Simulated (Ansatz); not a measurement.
# CH₄BNO: one species, many methods

The task here is to estimate one member of a computed series from the others.

Method: functionals in def2-TZVPP, the program's frozen cores in correlated methods; program: Ansatz 0.2.0, Gaussian basis.

Plan: LDA (SPW92), PBE-D4, revPBE-D4, BLYP-D4, r2SCAN-D4, B97M-V, PBE0-D4, B3LYP-D4, r2SCANh-D4, r2SCAN0-D4, HSE06-D4, BHLYP-D4, CAM-B3LYP-D4, LC-ωPBE, ωB97X-V, ωB97M-V, B2PLYP, PBE-QIDH; CCSD(T)/def2-SVP; CCSD(T)/def2-TZVPP; MP2/def2-QZVPP; extrapolation to the limit; RPA on PBE.

1 further run of the same task is left out (it didn't finish).

## The geometry

All runs share one geometry, relaxed beforehand with PBE0-D4 in a triple-zeta def2 set.

SMILES `BOC=N`, 8 atoms, charge 0, spin multiplicity 1.

Atoms are counted from 1 here; the program's logs count them from 0.

Bond lengths: B1–O2 1.362 Å, B1–H5 1.193 Å, B1–H6 1.194 Å, O2–C3 1.355 Å, C3–N4 1.252 Å, C3–H7 1.092 Å, N4–H8 1.016 Å. Angles: O2–B1–H5 120.2°, O2–B1–H6 115.5°, H5–B1–H6 124.2°, B1–O2–C3 123.2°, O2–C3–N4 121.9°, O2–C3–H7 110.8°, N4–C3–H7 127.3°, C3–N4–H8 110.5°.

The first run:

The input, in.yaml:

```yaml
crystal:
  periodic: [false, false, false]
  atoms:
    - {symbol: B, position_ang: [-0.631967, 1.325189, -0.214735]}
    - {symbol: O, position_ang: [0.422099, 0.701885, 0.380830]}
    - {symbol: C, position_ang: [0.686843, -0.618548, 0.227075]}
    - {symbol: N, position_ang: [-0.224787, -1.476502, 0.199817]}
    - {symbol: H, position_ang: [-1.264403, 0.763421, -1.056079]}
    - {symbol: H, position_ang: [-0.825456, 2.451235, 0.130450]}
    - {symbol: H, position_ang: [1.763545, -0.795069, 0.178913]}
    - {symbol: H, position_ang: [0.166224, -2.408811, 0.098029]}
basis:
  gaussian: {orbitals: def2-TZVPP}
hamiltonian: {xc: lda}
output: {orbitals: {seedname: orbitals}}
```

Command:

```bash
ansatz run in.yaml --threads 2 --pin off --events-out ev --progress --plain --max-ram 4352MiB
```

Among the steps run: LDA; PBE-D4 (GGA); revPBE-D4 (GGA); BLYP-D4 (GGA); r2SCAN-D4 (meta-GGA); B97M-V (meta-GGA); PBE0-D4 (hybrid); B3LYP-D4 (hybrid); r2SCANh-D4 (hybrid); r2SCAN0-D4 (hybrid); HSE06-D4 (hybrid); BHLYP-D4 (hybrid); CAM-B3LYP-D4 (range-separated); LC-ωPBE (range-separated); ωB97X-V (range-separated); ωB97M-V (range-separated); B2PLYP (double hybrid); PBE-QIDH (double hybrid).

One of the session's tables, all rows but one given; the rest of the session is left out.

It belongs to the step «Orbital energies across the functionals». 

```
  functional  HOMO (eV)  gap (eV)
 LDA (SPW92)      -7.08      4.77
      PBE-D4      -6.96      4.93
   revPBE-D4      -6.90      4.99
     BLYP-D4          ?         ?
   r2SCAN-D4      -7.28      5.61
      B97M-V      -7.46      5.76
     PBE0-D4      -8.51      7.56
    B3LYP-D4      -8.27      7.06
  r2SCANh-D4      -7.86      6.58
  r2SCAN0-D4      -8.73      8.01
    HSE06-D4      -8.10      6.77
    BHLYP-D4     -10.00     10.12
CAM-B3LYP-D4     -10.00     10.15
     LC-ωPBE     -11.38     12.77
     ωB97X-V     -11.02     12.32
     ωB97M-V     -10.95     12.00
```

Estimate the missing values for BLYP-D4.

Worked estimate for «HOMO (eV)». Against the share of exact exchange, B3LYP-D4 (0.2, -8.27), BHLYP-D4 (0.5, -10.00) give a slope of -5.77 per unit share; at 0 the line stands at -7.12.

The run gave: HOMO (eV): -6.86; gap (eV): 4.97. In «HOMO (eV)» the line misses by -0.26.
